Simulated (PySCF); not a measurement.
# CH7FN2SSi: electronic excitations at several levels of theory

How much do the electronic excitations of CH7FN2SSi (`CS[Si](N)(N)F`) depend on the level of theory, and what does each level cost?

The runs use PySCF 2.14.0, with density-fitted response routines of our own; the level of theory stands in each step. All values are computed, except where a source is named. Atoms count from 0, in the outputs and in this text.

### 1 The starting structure

13 atoms, charge 0, multiplicity 1; geometry from: GFN2-xTB. The atoms were then displaced at random by about 0.01 Å, so the start is not that level's minimum.

Bonds of the start (Å): C0–S1 1.84, S1–Si2 2.15, Si2–N3 1.67, Si2–N4 1.71, Si2–F5 1.63, C0–H6 1.10, C0–H7 1.09, C0–H8 1.04, N3–H9 1.02, N3–H10 1.03, N4–H11 0.99, N4–H12 1.03.

### 2 Relaxing the molecule at PBE0-D3(BJ)/def2-SVP

The job: settings as JSON, then the geometry in Å.

```
{"job": {"xc": "PBE0", "basis": "def2-SVP", "d3": "d3bj", "grid": 1, "shake": 0.01, "kind": "geom"}, "charge": 0, "multiplicity": 1}
C      2.146640    -0.907380    -0.070030
S      0.432850    -1.568770    -0.041740
Si    -0.690890     0.213750     0.406770
N     -2.277050    -0.075500     0.827450
N     -0.364430     1.324930    -0.857280
F     -0.062840     0.917070     1.731200
H      2.199880    -0.110260    -0.831950
H      2.383860    -0.472060     0.897900
H      2.789500    -1.699040    -0.295310
H     -2.881480    -0.628220     0.217580
H     -2.516790    -0.334990     1.794270
H     -0.442840     1.033470    -1.796400
H     -0.710590     2.290110    -0.749960
```

Started as:

```bash
OMP_NUM_THREADS=1 python probes_run.py task.json out
```

The driver reads the jobs from task.json and runs them one after another.

The program printed:

```text
step   0  E = -938.57401168  max force = 0.039129
step   1  E = -938.58018274  max force = 0.009769
step   2  E = -938.58064925  max force = 0.002956
step   3  E = -938.58084982  max force = 0.002310
step   4  E = -938.58103813  max force = 0.003500
step   5  E = -938.58120128  max force = 0.002290
step   6  E = -938.58133263  max force = 0.001661
step   7  E = -938.58143755  max force = 0.001087
step   8  E = -938.58151953  max force = 0.001341
step   9  E = -938.58159063  max force = 0.001142
step  10  E = -938.58163325  max force = 0.000647
step  11  E = -938.58166080  max force = 0.000628
step  12  E = -938.58171478  max force = 0.001581
step  13  E = -938.58178080  max force = 0.002183
step  14  E = -938.58184598  max force = 0.001653
step  15  E = -938.58189042  max force = 0.000895
step  16  E = -938.58191910  max force = 0.001219
step  17  E = -938.58193041  max force = 0.001931
step  18  E = -938.58195785  max force = 0.001611
step  19  E = -938.58199138  max force = 0.000461
step  20  E = -938.58201276  max force = 0.000579
step  21  E = -938.58203919  max force = 0.001197
step  22  E = -938.58207030  max force = 0.001320
step  23  E = -938.58210114  max force = 0.000762
step  24  E = -938.58212733  max force = 0.000433
step  25  E = -938.58214764  max force = 0.000621
step  26  E = -938.58216345  max force = 0.000671
step  27  E = -938.58218096  max force = 0.000268
step  28  E = -938.58218802  max force = 0.000310
optimisation converged
```

Run time: 4.6 min. Hardware: 1 thread of Arm Neoverse N1, shared host; peak memory 0.53 GiB.

Step by step:

```
step  energy from step 0 (eV)  largest force component (eV/Å)
   0                   0.0000                          2.0121
   1                  -0.1679                          0.5023
   2                  -0.1806                          0.1520
   3                  -0.1861                          0.1188
   4                  -0.1912                          0.1800
   5                  -0.1956                          0.1178
   6                  -0.1992                          0.0854
   7                  -0.2021                          0.0559
   8                  -0.2043                          0.0690
   9                  -0.2062                          0.0587
  10                  -0.2074                          0.0333
  11                  -0.2081                          0.0323
  12                  -0.2096                          0.0813
  13                  -0.2114                          0.1123
  14                  -0.2132                          0.0850
  15                  -0.2144                          0.0460
  16                  -0.2152                          0.0627
  17                  -0.2155                          0.0993
  18                  -0.2162                          0.0828
  19                  -0.2171                          0.0237
  20                  -0.2177                          0.0298
  21                  -0.2184                          0.0616
  22                  -0.2193                          0.0679
  23                  -0.2201                          0.0392
  24                  -0.2208                          0.0223
  25                  -0.2214                          0.0319
  26                  -0.2218                          0.0345
  27                  -0.2223                          0.0138
  28                  -0.2225                          0.0159
```

Close pairs (by a distance rule), those that changed most:

```
  bond  before (Å)  after (Å)  change (Å)
 C0–H8       1.044      1.098      +0.053
Si2–N3       1.666      1.703      +0.037
N4–H11       0.986      1.011      +0.025
S1–Si2       2.154      2.134      -0.020
N4–H12       1.031      1.013      -0.018
N3–H10       1.029      1.013      -0.017
 C0–S1       1.837      1.826      -0.012
Si2–N4       1.714      1.703      -0.011
```

The end geometry stands in the next job.

```
                         at the end point                value
  point group (found at 0.08 Å tolerance)                   C1
rotational constants (GHz, main isotopes)  3.186, 1.634, 1.572
                        dipole moment (D)                 1.63
```

### 3 Excited states and response: PBE0/def2-SVP

The job: settings as JSON, then the geometry in Å.

```
{"job": {"kind": "uv", "xc": "PBE0", "basis": "def2-SVP"}, "charge": 0, "multiplicity": 1}
C      2.194298    -0.827512    -0.015176
S      0.517275    -1.462573    -0.357834
Si    -0.669802     0.166276     0.344384
N     -2.245675    -0.254842     0.833658
N     -0.769374     1.360091    -0.866537
F      0.092444     0.688734     1.691053
H      2.486649    -0.050410    -0.735139
H      2.252349    -0.426485     1.004687
H      2.882200    -1.677406    -0.112786
H     -2.986260    -0.329328     0.147858
H     -2.412189    -0.832061     1.648827
H     -0.126747     1.367399    -1.647380
H     -1.212794     2.257091    -0.707775
```

Method: TDDFT PBE0/def2-SVP, vertical, gas phase, core orbitals frozen in the response.

The program printed:

```text
coarse grid: 11888 points
cycle   1  E = -938.3789190909  dE =  4.660e-01  |g| = 7.121e-01  |ddm| = 3.572e+00
cycle   2  E = -938.3210568267  dE =  5.786e-02  |g| = 9.276e-01  |ddm| = 1.316e+00
cycle   3  E = -938.4775786189  dE = -1.565e-01  |g| = 7.320e-02  |ddm| = 7.508e-01
cycle   4  E = -938.4786449952  dE = -1.066e-03  |g| = 2.578e-02  |ddm| = 1.052e-01
cycle   5  E = -938.4787694268  dE = -1.244e-04  |g| = 8.382e-03  |ddm| = 2.695e-02
cycle   6  E = -938.4787849899  dE = -1.556e-05  |g| = 1.361e-03  |ddm| = 9.691e-03
cycle   7  E = -938.4787854321  dE = -4.422e-07  |g| = 4.062e-04  |ddm| = 2.106e-03
final grid: 106072 points
cycle   8  E = -938.5715241953  dE = -1.574e-05  |g| = 8.857e-03  |ddm| = 2.152e-02
cycle   9  E = -938.5715107272  dE =  1.347e-05  |g| = 1.167e-02  |ddm| = 1.776e-02
cycle  10  E = -938.5715428868  dE = -3.216e-05  |g| = 3.911e-04  |ddm| = 1.019e-02
cycle  11  E = -938.5715429188  dE = -3.203e-08  |g| = 1.547e-04  |ddm| = 5.088e-04
cycle  12  E = -938.5715429228  dE = -4.011e-09  |g| = 5.391e-05  |ddm| = 1.667e-04
cycle  13  E = -938.5715429234  dE = -6.037e-10  |g| = 1.014e-05  |ddm| = 5.762e-05
converged SCF energy = -938.5715429234

Static polarisability (au): isotropic 57.630, principal 47.102 53.713 72.075

Singlet excitations
state   eV       nm        f      main configurations
  1   6.1507    201.6   0.00015   H->L 0.95
  2   6.9122    179.4   0.00932   H->L+1 0.94
  3   7.3976    167.6   0.03549   H-1->L 0.68, H-1->L+1 0.13
  4   7.5091    165.1   0.03584   H-1->L+1 0.68, H-2->L+1 0.12
  5   7.6880    161.3   0.02554   H-2->L+1 0.27, H-1->L 0.19, H->L+2 0.18
  6   7.7396    160.2   0.03049   H->L+2 0.62, H-2->L+1 0.18
  7   7.8662    157.6   0.04399   H-2->L 0.70, H-2->L+1 0.24
  8   8.1768    151.6   0.00790   H->L+3 0.81
  9   8.2949    149.5   0.03345   H-3->L 0.56, H-1->L+2 0.20
 10   8.3256    148.9   0.01445   H-1->L+2 0.50, H-3->L 0.17, H->L+4 0.13

Triplet excitations (Tamm-Dancoff, eV): 5.5613 6.6161 6.8214 6.9755
```

Wall time 23 s (1 thread of Arm Neoverse N1, shared host); peak memory 0.64 GiB.

The orbitals next to the gap, with their largest atomic shares:

```
orbital     eV                        atoms
 HOMO−3  -8.48    S1 58 %, N3 11 %, Si2 9 %
 HOMO−2  -7.74    N4 64 %, N3 16 %, Si2 9 %
 HOMO−1  -7.47    N3 53 %, N4 16 %, S1 16 %
   HOMO  -6.65             S1 80 %, Si2 4 %
   LUMO   1.11   S1 26 %, C0 23 %, Si2 17 %
 LUMO+1   1.42  H11 15 %, H12 15 %, H9 14 %
 LUMO+2   2.21  Si2 20 %, H9 18 %, H11 12 %
```

With each of the 10 states as a Gaussian band of 0.4 eV half-width at 1/e, the curve within the window shown has maxima at 161 nm (ε 6,000) L/(mol cm). Beyond the last state computed it falls off for lack of states. The curve at chosen wavelengths:

| nm | ε (L/mol/cm) |
| --- | --- |
| 144 | 1171 |
| 147 | 2201 |
| 150 | 3201 |
| 153 | 4105 |
| 157 | 5300 |
| 160 | 5918 |
| 163 | 5915 |
| 166 | 5220 |
| 169 | 4080 |
| 172 | 2868 |
| 176 | 1602 |
| 179 | 1004 |
| 182 | 634 |
| 185 | 402 |
| 188 | 248 |
| 191 | 146 |
| 195 | 66 |
| 198 | 35 |
| 201 | 19 |
| 204 | 11 |
| 207 | 7 |
| 210 | 5 |
| 214 | 3 |
| 217 | 2 |
| 220 | 1 |
| 223 | 1 |

Ground-state properties from the same run:

```
           property  computed
  dipole moment (D)      1.63
polarisability (Å³)      8.54
 HOMO–LUMO gap (eV)      7.77
      −ε(HOMO) (eV)      6.65
```

### 4 Excited states and response: PBE0/def2-TZVP

The job, as its differences from that of step 3:

```diff
@@ -1,2 +1,2 @@
-{"job": {"kind": "uv", "xc": "PBE0", "basis": "def2-SVP"}, "charge": 0, "multiplicity": 1}
+{"job": {"kind": "uv", "xc": "PBE0", "basis": "def2-TZVP"}, "charge": 0, "multiplicity": 1}
 C      2.194298    -0.827512    -0.015176
```

Level: TDDFT PBE0/def2-TZVP, vertical, gas phase, core orbitals frozen in the response.

The program printed:

```text
coarse grid: 11888 points
cycle   1  E = -939.0296675826  dE =  4.693e-01  |g| = 7.475e-01  |ddm| = 2.728e+00
cycle   2  E = -938.9541062031  dE =  7.556e-02  |g| = 1.033e+00  |ddm| = 1.067e+00
cycle   3  E = -939.1315119729  dE = -1.774e-01  |g| = 8.468e-02  |ddm| = 6.252e-01
cycle   4  E = -939.1327381015  dE = -1.226e-03  |g| = 3.838e-02  |ddm| = 8.876e-02
cycle   5  E = -939.1329819550  dE = -2.439e-04  |g| = 9.557e-03  |ddm| = 2.603e-02
cycle   6  E = -939.1330005060  dE = -1.855e-05  |g| = 2.622e-03  |ddm| = 8.277e-03
cycle   7  E = -939.1330017435  dE = -1.238e-06  |g| = 4.677e-04  |ddm| = 2.226e-03
final grid: 106072 points
cycle   8  E = -939.1259660243  dE = -4.597e-05  |g| = 1.039e-02  |ddm| = 2.899e-02
cycle   9  E = -939.1259479876  dE =  1.804e-05  |g| = 1.365e-02  |ddm| = 1.411e-02
cycle  10  E = -939.1259871817  dE = -3.919e-05  |g| = 6.085e-04  |ddm| = 8.484e-03
cycle  11  E = -939.1259872607  dE = -7.899e-08  |g| = 1.367e-04  |ddm| = 5.393e-04
cycle  12  E = -939.1259872647  dE = -3.933e-09  |g| = 4.574e-05  |ddm| = 1.303e-04
cycle  13  E = -939.1259872652  dE = -5.166e-10  |g| = 1.661e-05  |ddm| = 4.679e-05
converged SCF energy = -939.1259872652

Static polarisability (au): isotropic 68.702, principal 58.298 64.654 83.156

Singlet excitations
state   eV       nm        f      main configurations
  1   5.7508    215.6   0.00022   H->L 0.93
  2   6.4461    192.3   0.01563   H->L+1 0.93
  3   7.0278    176.4   0.05084   H-1->L 0.51, H-1->L+1 0.20, H->L+2 0.14
  4   7.1174    174.2   0.03621   H-1->L+1 0.65, H-2->L+1 0.11
  5   7.2756    170.4   0.02116   H->L+2 0.66, H-1->L 0.24
  6   7.3079    169.7   0.03490   H-2->L+1 0.51, H-2->L 0.16, H-1->L 0.10
  7   7.5171    164.9   0.03986   H-2->L 0.75, H-2->L+1 0.20
  8   7.7166    160.7   0.01556   H->L+3 0.71, H->L+4 0.15
  9   7.8633    157.7   0.01785   H-3->L 0.44, H->L+4 0.31, H->L+5 0.09
 10   7.8955    157.0   0.00640   H-1->L+2 0.50, H->L+4 0.22

Triplet excitations (Tamm-Dancoff, eV): 5.2140 6.2100 6.4644 6.6356
```

Run time: 60 s. Hardware: 1 thread of Arm Neoverse N1, shared host; peak memory 0.9 GiB.

In short: HOMO -6.81 eV, LUMO 0.57 eV; lowest singlet 5.75 eV.

### 5 Ultraviolet spectrum: PBE0/aug-cc-pVDZ

The job, as its differences from that of step 4:

```diff
@@ -1,2 +1,2 @@
-{"job": {"kind": "uv", "xc": "PBE0", "basis": "def2-TZVP"}, "charge": 0, "multiplicity": 1}
+{"job": {"kind": "uv", "xc": "PBE0", "basis": "aug-cc-pVDZ"}, "charge": 0, "multiplicity": 1}
 C      2.194298    -0.827512    -0.015176
```

Level: TDDFT PBE0/aug-cc-pVDZ, vertical, gas phase, core orbitals frozen in the response.

The program printed:

```text
coarse grid: 11888 points
cycle   1  E = -938.9066980258  dE =  5.285e-01  |g| = 6.952e-01  |ddm| = 7.021e+00
cycle   2  E = -938.8365870031  dE =  7.011e-02  |g| = 9.481e-01  |ddm| = 2.305e+00
cycle   3  E = -939.0028950108  dE = -1.663e-01  |g| = 7.612e-02  |ddm| = 1.215e+00
cycle   4  E = -939.0040850688  dE = -1.190e-03  |g| = 2.743e-02  |ddm| = 1.848e-01
cycle   5  E = -939.0042403468  dE = -1.553e-04  |g| = 8.435e-03  |ddm| = 4.866e-02
cycle   6  E = -939.0042555494  dE = -1.520e-05  |g| = 1.922e-03  |ddm| = 1.617e-02
cycle   7  E = -939.0042564649  dE = -9.155e-07  |g| = 4.892e-04  |ddm| = 4.289e-03
final grid: 106072 points
cycle   8  E = -939.0166904100  dE = -1.888e-05  |g| = 9.309e-03  |ddm| = 8.568e-02
cycle   9  E = -939.0166723395  dE =  1.807e-05  |g| = 1.281e-02  |ddm| = 3.439e-02
cycle  10  E = -939.0167112087  dE = -3.887e-05  |g| = 4.553e-04  |ddm| = 1.939e-02
cycle  11  E = -939.0167112539  dE = -4.520e-08  |g| = 1.838e-04  |ddm| = 1.032e-03
cycle  12  E = -939.0167112593  dE = -5.387e-09  |g| = 7.538e-05  |ddm| = 3.240e-04
cycle  13  E = -939.0167112607  dE = -1.348e-09  |g| = 1.111e-05  |ddm| = 1.266e-04
cycle  14  E = -939.0167112607  dE = -2.501e-11  |g| = 4.406e-06  |ddm| = 2.139e-05
converged SCF energy = -939.0167112607

Static polarisability (au): isotropic 76.435, principal 66.479 72.435 90.390

Singlet excitations
state   eV       nm        f      main configurations
  1   5.5041    225.3   0.00601   H->L 0.57, H->L+1 0.35
  2   5.6730    218.6   0.01569   H->L+1 0.49, H->L 0.40
  3   6.3119    196.4   0.04834   H-1->L 0.79
  4   6.3330    195.8   0.02812   H->L+2 0.73
  5   6.4968    190.8   0.04439   H-2->L 0.67, H->L+2 0.12, H-1->L+1 0.11
  6   6.5819    188.4   0.01266   H->L+3 0.70
  7   6.7704    183.1   0.00714   H-1->L+1 0.63, H-2->L 0.12, H-1->L 0.11
  8   6.8123    182.0   0.00878   H->L+4 0.66
  9   6.9684    177.9   0.01246   H->L+5 0.71, H->L+3 0.12
 10   7.0876    174.9   0.00825   H-2->L+1 0.83

Triplet excitations (Tamm-Dancoff, eV): 5.1674 5.4984 6.0375 6.1182
```

Wall time 52 s (1 thread of Arm Neoverse N1, shared host); peak memory 0.79 GiB.

Key values: HOMO -6.86 eV, LUMO -0.34 eV; lowest singlet 5.50 eV.

### 6 Excited states and response: PBE0/6-31+G*

The job, as its differences from that of step 5:

```diff
@@ -1,2 +1,2 @@
-{"job": {"kind": "uv", "xc": "PBE0", "basis": "aug-cc-pVDZ"}, "charge": 0, "multiplicity": 1}
+{"job": {"kind": "uv", "xc": "PBE0", "basis": "6-31+G*"}, "charge": 0, "multiplicity": 1}
 C      2.194298    -0.827512    -0.015176
```

Method: TDDFT PBE0/6-31+G*, vertical, gas phase, core orbitals frozen in the response.

The program printed:

```text
coarse grid: 11888 points
cycle   1  E = -938.9123131928  dE =  5.076e-01  |g| = 6.805e-01  |ddm| = 3.681e+00
cycle   2  E = -938.8493960844  dE =  6.292e-02  |g| = 9.177e-01  |ddm| = 1.493e+00
cycle   3  E = -939.0061042059  dE = -1.567e-01  |g| = 7.474e-02  |ddm| = 7.600e-01
cycle   4  E = -939.0072611852  dE = -1.157e-03  |g| = 2.736e-02  |ddm| = 1.540e-01
cycle   5  E = -939.0074185350  dE = -1.573e-04  |g| = 8.245e-03  |ddm| = 3.831e-02
cycle   6  E = -939.0074329961  dE = -1.446e-05  |g| = 1.929e-03  |ddm| = 1.284e-02
cycle   7  E = -939.0074339776  dE = -9.814e-07  |g| = 4.369e-04  |ddm| = 4.492e-03
final grid: 106072 points
cycle   8  E = -938.9485483886  dE = -1.414e-05  |g| = 9.655e-03  |ddm| = 3.765e-02
cycle   9  E = -938.9485289540  dE =  1.943e-05  |g| = 1.333e-02  |ddm| = 2.326e-02
cycle  10  E = -938.9485714777  dE = -4.252e-05  |g| = 5.105e-04  |ddm| = 1.365e-02
cycle  11  E = -938.9485715283  dE = -5.062e-08  |g| = 2.125e-04  |ddm| = 7.174e-04
cycle  12  E = -938.9485715367  dE = -8.376e-09  |g| = 6.215e-05  |ddm| = 2.912e-04
cycle  13  E = -938.9485715376  dE = -8.656e-10  |g| = 1.475e-05  |ddm| = 1.219e-04
converged SCF energy = -938.9485715376

Static polarisability (au): isotropic 69.056, principal 59.803 65.265 82.099

Singlet excitations
state   eV       nm        f      main configurations
  1   5.6145    220.8   0.00334   H->L+1 0.66, H->L 0.26
  2   5.7799    214.5   0.02109   H->L 0.71, H->L+1 0.23
  3   6.4469    192.3   0.06205   H-1->L 0.83, H-1->L+1 0.08
  4   6.5530    189.2   0.04492   H->L+2 0.49, H-2->L 0.32, H-1->L+1 0.10
  5   6.6753    185.7   0.03843   H-2->L 0.47, H->L+2 0.41
  6   6.8956    179.8   0.00833   H-1->L+1 0.42, H->L+3 0.28, H-1->L 0.10
  7   6.9370    178.7   0.01376   H->L+3 0.57, H-1->L+1 0.29
  8   7.1505    173.4   0.00395   H->L+5 0.60, H->L+4 0.30
  9   7.2108    171.9   0.01981   H-2->L+1 0.93
 10   7.3574    168.5   0.00183   H-1->L+2 0.83

Triplet excitations (Tamm-Dancoff, eV): 5.2092 5.6139 6.1410 6.2420
```

Wall time 25 s (1 thread of Arm Neoverse N1, shared host); peak memory 0.69 GiB.

This run: HOMO -6.86 eV, LUMO -0.13 eV; lowest singlet 5.61 eV.

### 7 Comparing the runs: electronic excitations

Excitations and ground-state properties, with basis size and wall time:

```
             run  lowest singlet (eV)  brightest (eV)      f  gap (eV)  α (Å³)  μ (D)  functions  time
   PBE0/def2-SVP                 6.15            7.87  0.044      7.77    8.54   1.63        127  23 s
  PBE0/def2-TZVP                 5.75            7.03  0.051      7.38   10.18   1.45        240  60 s
PBE0/aug-cc-pVDZ                 5.50            6.31  0.048      6.51   11.33   1.42        209  52 s
    PBE0/6-31+G*                 5.61            6.45  0.062      6.73   10.23   1.51        130  25 s
```

### 8 Results

| quantity | value |
| --- | --- |
| point group | C1 |
| rotational constants (main isotopes) | 3.19, 1.63, 1.57 GHz |
| lowest singlet (PBE0/def2-SVP) | 6.15 eV (202 nm), f = 0.000 |
| brightest single state of those computed | state 7, 7.87 eV, f = 0.044 |
| lowest triplet | 5.56 eV |
| range of the lowest singlet | 5.50 to 6.15 eV |

**Reading.** Single values in the summary come from the first sound run of each kind (PBE0/def2-SVP), which need not be the best level. The start of the PBE0/def2-SVP relaxation was shaken at random by about 0.01 Å, so part of the energy gained, and of the first lengths quoted, undoes that. Over 28 steps the energy fell by 0.222 eV; of the close pairs, C0–H8 changed most, 1.044 to 1.098 Å. The first singlet state (HOMO→LUMO 0.95) lies at 6.15 eV and is dark; of the 10 states computed, the strongest absorption comes from state 7 at 7.87 eV. The lowest triplet lies 0.59 eV below the lowest singlet (triplets in Tamm-Dancoff, singlets in full TDDFT). At PBE0/def2-SVP, states above −ε(HOMO) (6.65 eV) lie where TDDFT describes them poorly and they hang on the basis; the brightest is among them. The basis of PBE0/def2-SVP has no diffuse functions, so Rydberg states are missing and the high states are unreliable. The lowest singlet runs from 5.50 eV (PBE0/aug-cc-pVDZ) to 6.15 eV (PBE0/def2-SVP), while the orbital gap spans 6.51 to 7.77 eV. The lowest state need not be the same one in every run. The runs solved for a few states only, so the brightest column depends on that window.
